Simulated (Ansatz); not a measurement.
# Be: response to strain

Aim: deform Be (equal xx and yy strain of +1 %) and compute stress, forces and field gradients with LAPW, PAW and all-electron datasets made for the crystal.

Computed with Ansatz 0.2.0 (DFT PBEsol, scalar-relativistic, unless a step's input says otherwise).

### 1 The system as given

It takes space group Im-3m (No. 229, cubic). The conventional cell has a = 2.506 Å, b = 2.506 Å, c = 2.506 Å, α = 90.00°, β = 90.00°, γ = 90.00°. Be (site symmetry m-3m) has 8 Be at 2.17 Å as nearest neighbours.

As a file:

```
CELL_PARAMETERS angstrom
-1.25312 1.25312 1.25312
1.25312 -1.25312 1.25312
1.25312 1.25312 -1.25312
ATOMIC_POSITIONS crystal
Be 0.00000 0.00000 0.00000
```

### 2 After the deformation

Space group Im-3m before, I4/mmm after.

### 3 All-electron LAPW

Contents of input.yaml:

```yaml
crystal:
  lattice:
    - [-1.2656521608, 1.2656521608, 1.2531209513]
    - [1.2656521608, -1.2656521608, 1.2531209513]
    - [1.2656521608, 1.2656521608, -1.2531209513]
  atoms:
    - { symbol: Be, position: [0.0, 0.0, 0.0] }
kpoints:
  mp_grid: { grid: [23, 23, 23] }
  band_path:
    path:
      - [0.0, 0.0, 0.0]
      - [0.0, 0.0, 0.5]
      - [-0.5, 0.5, 0.5]
      - [0.0, 0.0, 0.0]
      - [0.4950740124, 0.4950740124, -0.4950740124]
      - [-0.4950740124, 0.5049259876, 0.4950740124]
      - [-0.5, 0.5, 0.5]
      - [0.0, 0.0, 0.5]
      - [0.25, 0.25, 0.25]
    npoints: 5
scf:
  occupations: { method: fermi_dirac, width: 0.03 }
hamiltonian:
  xc: pbesol
  pseudopotentials: { kind: all_electron, lapw: { basis_error: 0.00025 } }
output:
  forces: true
  stress: true
  eigenvalues: true
```

Run with:

```
> ansatz run input.yaml --threads 1 --pin off --max-ram 3072MiB --backend cpu --events-out ev --progress --plain --runs-dir out
```

### 4 PAW with frozen cores

Contents of input.yaml:

```yaml
crystal:
  lattice:
    - [-1.2656521608, 1.2656521608, 1.2531209513]
    - [1.2656521608, -1.2656521608, 1.2531209513]
    - [1.2656521608, 1.2656521608, -1.2531209513]
  atoms:
    - { symbol: Be, position: [0.0, 0.0, 0.0] }
kpoints:
  mp_grid: { grid: [23, 23, 23] }
scf:
  occupations: { method: fermi_dirac, width: 0.03 }
hamiltonian:
  xc: pbesol
  pseudopotentials: { kind: paw }
output:
  forces: true
  stress: true
  eigenvalues: true
  efg: { contact_densities: true }
```

### 5 All-electron PAW on datasets made for the crystal

Edit input.yaml of step 4 so:

```diff
@@ -13,3 +13,3 @@
   xc: pbesol
-  pseudopotentials: { kind: paw }
+  pseudopotentials: { kind: all_electron, datasets: crystal }
 output:
```

(Steps that only read results are left out.)

Before running it: what results should come out? Wanted: pressure; largest shear or deviatoric stress.

As calculated:

| quantity | value |
| --- | --- |
| pressure | LAPW -4.33, PAW -4.24, crystal datasets -4.33 GPa |
| largest shear or deviatoric stress (LAPW) | 0.32 GPa |

The largest part of the stress beyond the pressure is 0.32 GPa in size, in the zz component. No run of the undeformed cell stands beside it, so the pressure holds what the given cell had before the change. PAW: stress within 0.09 GPa of LAPW. Crystal datasets: stress within 0.01 GPa of LAPW.
